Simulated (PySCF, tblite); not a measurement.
# C₃H₇FSe: a rotation path, then NMR shifts on frames, part 1 of 2

Aim: move C₃H₇FSe (`CC[Se]CF`) away from its starting geometry and see how NMR shifts follow the geometry.

The runs use tblite 0.8.0 and PySCF 2.14.0, with density-fitted response routines of our own; the level of theory stands in each step. All values are computed, except where a source is named. Atoms count from 0, in the outputs and in this text.

## 1. The molecule as given

12 atoms, charge 0, multiplicity 1; geometry from: GFN2-xTB.

Bonds of the start (Å): C0–C1 1.52, C1–Se2 1.98, Se2–C3 1.96, C3–F4 1.36, C0–H5 1.09, C0–H6 1.09, C0–H7 1.09, C1–H8 1.09, C1–H9 1.09, C3–H10 1.09, C3–H11 1.09.

## 2. A band between two rotamers with GFN2-xTB

What the job is given:

```
{"job": {"kind": "neb", "xc": "GFN2-xTB", "basis": "xTB", "atoms": [4, 3, 2, 1], "turn": 120}, "charge": 0, "multiplicity": 1}
C     -1.512226    -0.438752     0.221349
C     -0.786248     0.868448     0.466028
Se     0.835679     0.658120     1.578277
C      1.965923    -0.234504     0.247141
F      1.612922    -1.534868     0.072202
H     -2.401348    -0.256949    -0.380367
H     -1.817660    -0.887409     1.164060
H     -0.879489    -1.148294    -0.306571
H     -0.464361     1.336282    -0.466664
H     -1.412543     1.571616     1.017676
H      2.997817    -0.208625     0.606635
H      1.862732     0.274248    -0.716352
```

Level: GFN2-xTB climbing-image nudged elastic band, gas phase.

Run with:

```console
> OMP_NUM_THREADS=1 python probes_run.py task.json out
```

One launch serves the whole session: the jobs run in the order shown.

Standard output:

```text
image   E - E0 / eV
  0       0.0000
  1       0.0113
  2       0.0397
  3       0.0733
  4       0.0899
  5       0.0758
  6       0.0437
  7       0.0160
  8       0.0062
```

It took 6 s on 1 thread of Intel Xeon at 2.50GHz, shared host; peak memory 0.18 GiB.

The final band, with the dihedral F4–C3–Se2–C1:

| image | dihedral (°) | energy (eV) | energy (kcal/mol) |
| --- | --- | --- | --- |
| 0 | -75 | 0.000 | 0.0 |
| 1 | -60 | 0.011 | 0.3 |
| 2 | -44 | 0.040 | 0.9 |
| 3 | -26 | 0.073 | 1.7 |
| 4 | -7 | 0.090 | 2.1 |
| 5 | 12 | 0.076 | 1.7 |
| 6 | 30 | 0.044 | 1.0 |
| 7 | 47 | 0.016 | 0.4 |
| 8 | 61 | 0.006 | 0.1 |

## 3. NMR shieldings: image 0, PBE0/pcSseg-1

What the job is given:

```
{"job": {"kind": "nmr", "xc": "PBE0", "basis": "pcSseg-1", "pop": false}, "charge": 0, "multiplicity": 1}
C     -1.512200    -0.438800     0.221300
C     -0.786200     0.868400     0.466000
Se     0.835700     0.658100     1.578300
C      1.965900    -0.234500     0.247100
F      1.612900    -1.534900     0.072200
H     -2.401300    -0.256900    -0.380400
H     -1.817700    -0.887400     1.164100
H     -0.879500    -1.148300    -0.306600
H     -0.464400     1.336300    -0.466700
H     -1.412500     1.571600     1.017700
H      2.997800    -0.208600     0.606600
H      1.862700     0.274200    -0.716400
```

With the program's defaults for keys left out, this is: GIAO PBE0/pcSseg-1 NMR shielding, non-relativistic, gas phase.

Standard output:

```text
coarse grid: 45480 points
cycle   1  E = -2619.0583697398  dE = -6.947e-01  |g| = 8.049e-01  |ddm| = 3.027e+00
cycle   2  E = -2619.0271862610  dE =  3.118e-02  |g| = 7.726e-01  |ddm| = 7.023e-01
cycle   3  E = -2619.1053639855  dE = -7.818e-02  |g| = 1.988e-01  |ddm| = 5.156e-01
cycle   4  E = -2619.1118010515  dE = -6.437e-03  |g| = 3.504e-02  |ddm| = 1.325e-01
cycle   5  E = -2619.1119706032  dE = -1.696e-04  |g| = 8.136e-03  |ddm| = 2.409e-02
cycle   6  E = -2619.1119865119  dE = -1.591e-05  |g| = 1.701e-03  |ddm| = 8.133e-03
cycle   7  E = -2619.1119870314  dE = -5.195e-07  |g| = 7.689e-04  |ddm| = 1.893e-03
final grid: 95912 points
cycle   8  E = -2619.1119985802  dE =  1.157e-07  |g| = 1.083e-03  |ddm| = 1.898e-03
cycle   9  E = -2619.1119982702  dE =  3.099e-07  |g| = 1.530e-03  |ddm| = 2.264e-03
cycle  10  E = -2619.1119988766  dE = -6.063e-07  |g| = 8.340e-05  |ddm| = 1.350e-03
cycle  11  E = -2619.1119988781  dE = -1.498e-09  |g| = 7.858e-06  |ddm| = 6.160e-05
cycle  12  E = -2619.1119988781  dE = -9.550e-12  |g| = 4.301e-06  |ddm| = 1.265e-05
converged SCF energy = -2619.1119988781

GIAO shielding tensors (ppm)
atom      isotropic    diamagn.    paramagn.     s11        s22        s33       span
  0 C      165.296     247.428     -82.132    147.566    161.238    187.083     39.516
  1 C      150.894     246.860     -95.966    137.836    143.527    171.320     33.483
  2 Se    1410.972    2998.015   -1587.043    990.889   1462.881   1779.148    788.259
  3 C       88.735     240.277    -151.543     33.406     91.829    140.969    107.562
  4 F      387.538     474.886     -87.347    334.390    363.100    465.125    130.736
  5 H       30.237      28.962       1.275     25.089     27.026     38.596     13.507
  6 H       30.178      29.455       0.723     26.272     28.443     35.819      9.547
  7 H       29.996      30.494      -0.498     24.597     30.752     34.638     10.041
  8 H       28.818      30.604      -1.786     22.912     28.138     35.405     12.493
  9 H       29.128      29.538      -0.410     22.950     27.686     36.749     13.799
 10 H       25.566      26.997      -1.431     19.060     26.264     31.374     12.314
 11 H       25.574      28.571      -2.996     18.993     26.912     30.818     11.825
```

Run time: 47 s. Hardware: 1 thread of Intel Xeon at 2.50GHz, shared host; peak memory 0.75 GiB.

Shifts follow as δ = σ(reference) − σ, with reference shieldings (ppm) from runs at the same level and on the same kind of geometry: 1H TMS 31.72, 13C TMS 186.9, 19F CFCl3 170.9, 77Se Me2Se 1758. The references are single molecules in the gas phase, so shifts against H2O, NH3, PH3, H3PO4 or CFCl3 are not on the usual liquid scales and can be off by tens of ppm. Each atom is listed at this fixed geometry, with no averaging over motion; a spectrum would average atoms that exchange fast.

| atoms | environment | σ (ppm) | δ (ppm) |
| --- | --- | --- | --- |
| C3 | sp3 CH2 bonded to F and Se | 88.7 | 98.2 |
| C1 | sp3 CH2 bonded to Se | 150.9 | 36.0 |
| C0 | methyl carbon | 165.3 | 21.6 |
| H10 | hydrogen on an sp3 CH2 bonded to F and Se | 25.57 | 6.15 |
| H11 | hydrogen on an sp3 CH2 bonded to F and Se | 25.57 | 6.14 |
| H8 | hydrogen on an sp3 CH2 bonded to Se | 28.82 | 2.90 |
| H9 | hydrogen on an sp3 CH2 bonded to Se | 29.13 | 2.59 |
| H7 | hydrogen on a methyl carbon | 30.00 | 1.72 |
| H6 | hydrogen on a methyl carbon | 30.18 | 1.54 |
| H5 | hydrogen on a methyl carbon | 30.24 | 1.48 |
| Se2 | selenium bonded to 2 C | 1411 | 347 |
| F4 | fluorine on an sp3 carbon | 387.5 | -216.6 |

The fields below are evaluated on a grid from the run's orbitals.

Frontier orbitals at PBE0/pcSseg-1, with the share of their density that lies nearest to each atom:

| orbital | energy (eV) | lies on |
| --- | --- | --- |
| HOMO | -6.51 | Se2 82 % |
| LUMO | 0.41 | Se2 48 %; C1, C3 about 11 % each; H9, H10 about 7 % each |

ELF in a plane through or near 6 of the atoms.

Values, 10 rows by 14 columns:
```
0.00 0.00 0.00 0.00 0.00 0.00 0.00 0.00 0.00 0.00 0.00 0.00 0.00 0.00
0.00 0.00 0.00 0.00 0.00 0.16 0.16 0.01 0.00 0.00 0.00 0.00 0.00 0.00
0.00 0.00 0.00 0.00 0.38 0.84 0.74 0.07 0.53 0.96 0.18 0.00 0.00 0.00
0.00 0.00 0.00 0.02 0.12 0.76 0.72 0.46 0.93 1.00 0.48 0.00 0.00 0.00
0.00 0.00 0.79 0.98 0.51 0.75 0.43 0.78 0.17 0.44 0.02 0.00 0.00 0.00
0.00 0.00 0.88 0.99 0.23 0.54 0.14 0.17 0.64 0.40 0.58 0.09 0.00 0.00
0.00 0.00 0.02 0.03 0.74 0.78 0.22 0.71 0.85 0.52 0.48 0.07 0.00 0.00
0.00 0.00 0.00 0.14 0.79 0.77 0.24 0.69 0.79 0.11 0.04 0.00 0.00 0.00
0.00 0.00 0.00 0.00 0.06 0.05 0.00 0.01 0.03 0.01 0.00 0.00 0.00 0.00
0.00 0.00 0.00 0.00 0.00 0.00 0.00 0.00 0.00 0.00 0.00 0.00 0.00 0.00
```
The map spans 11.2 Å across and 8.3 Å up, centred on the molecule. Atoms in the plane (x, y in Å): C0 (1.5, -0.6), C1 (0.9, 0.8), C3 (-2.0, -0.1), F4 (-1.7, -1.4), H9 (1.6, 1.6), H10 (-3.0, 0.1).

On the surface of density 0.002 e/bohr³ the electrostatic potential runs, from the 1st to the 99th percentile, from -1.05 V near F4 to 1.10 V near H11.

## 4. Shielding tensors: image 2, PBE0/pcSseg-1

What the job is given:

```
{"job": {"kind": "nmr", "xc": "PBE0", "basis": "pcSseg-1", "pop": false}, "charge": 0, "multiplicity": 1}
C     -1.561400    -0.489700     0.323100
C     -0.808100     0.824300     0.388400
Se     0.813900     0.701600     1.517200
C      2.038200    -0.165000     0.230900
F      1.428800    -1.175100    -0.435900
H     -2.475800    -0.362300    -0.253600
H     -1.827600    -0.821400     1.324400
H     -0.962000    -1.263300    -0.147800
H     -0.489400     1.166900    -0.596700
H     -1.412700     1.602100     0.859000
H      2.871900    -0.583900     0.801100
H      2.385200     0.565000    -0.506700
```

Method: GIAO PBE0/pcSseg-1 NMR shielding, non-relativistic, gas phase.

Standard output:

```text
coarse grid: 45480 points
cycle   1  E = -2619.0567995960  dE = -6.996e-01  |g| = 7.986e-01  |ddm| = 3.027e+00
cycle   2  E = -2619.0271515224  dE =  2.965e-02  |g| = 7.546e-01  |ddm| = 6.863e-01
cycle   3  E = -2619.1021654228  dE = -7.501e-02  |g| = 2.012e-01  |ddm| = 5.119e-01
cycle   4  E = -2619.1089471594  dE = -6.782e-03  |g| = 3.603e-02  |ddm| = 1.383e-01
cycle   5  E = -2619.1091386627  dE = -1.915e-04  |g| = 8.562e-03  |ddm| = 2.604e-02
cycle   6  E = -2619.1091563350  dE = -1.767e-05  |g| = 1.754e-03  |ddm| = 8.044e-03
cycle   7  E = -2619.1091568344  dE = -4.994e-07  |g| = 7.748e-04  |ddm| = 1.873e-03
final grid: 95912 points
cycle   8  E = -2619.1091419974  dE =  1.133e-07  |g| = 1.085e-03  |ddm| = 1.797e-03
cycle   9  E = -2619.1091416876  dE =  3.099e-07  |g| = 1.539e-03  |ddm| = 2.267e-03
cycle  10  E = -2619.1091422894  dE = -6.019e-07  |g| = 8.391e-05  |ddm| = 1.339e-03
cycle  11  E = -2619.1091422909  dE = -1.473e-09  |g| = 8.928e-06  |ddm| = 6.028e-05
cycle  12  E = -2619.1091422909  dE = -3.183e-12  |g| = 4.019e-06  |ddm| = 1.194e-05
converged SCF energy = -2619.1091422909

GIAO shielding tensors (ppm)
atom      isotropic    diamagn.    paramagn.     s11        s22        s33       span
  0 C      164.149     247.086     -82.937    145.317    159.362    187.767     42.451
  1 C      154.610     246.539     -91.929    137.488    154.045    172.298     34.811
  2 Se    1449.737    2998.635   -1548.898   1120.004   1396.094   1833.111    713.107
  3 C       93.847     238.323    -144.476     39.355     91.107    151.079    111.723
  4 F      409.038     476.424     -67.387    346.085    406.123    474.905    128.820
  5 H       30.338      28.857       1.481     25.153     27.083     38.777     13.624
  6 H       30.292      29.466       0.826     26.220     28.716     35.939      9.719
  7 H       29.944      30.193      -0.249     24.318     30.970     34.544     10.226
  8 H       28.689      30.647      -1.958     23.297     27.622     35.149     11.853
  9 H       29.215      29.587      -0.373     22.700     28.022     36.922     14.222
 10 H       25.762      26.843      -1.081     20.156     25.425     31.704     11.548
 11 H       25.237      27.589      -2.352     18.052     26.650     31.010     12.958
```

Run time: 37 s. Hardware: 1 thread of Intel Xeon at 2.50GHz, shared host; peak memory 0.8 GiB.

In short: δ C3 93.1, C1 32.3, C0 22.8, Se2 309, H11 6.48, H10 5.96 ppm.

(Continued in part 2 of 2.)
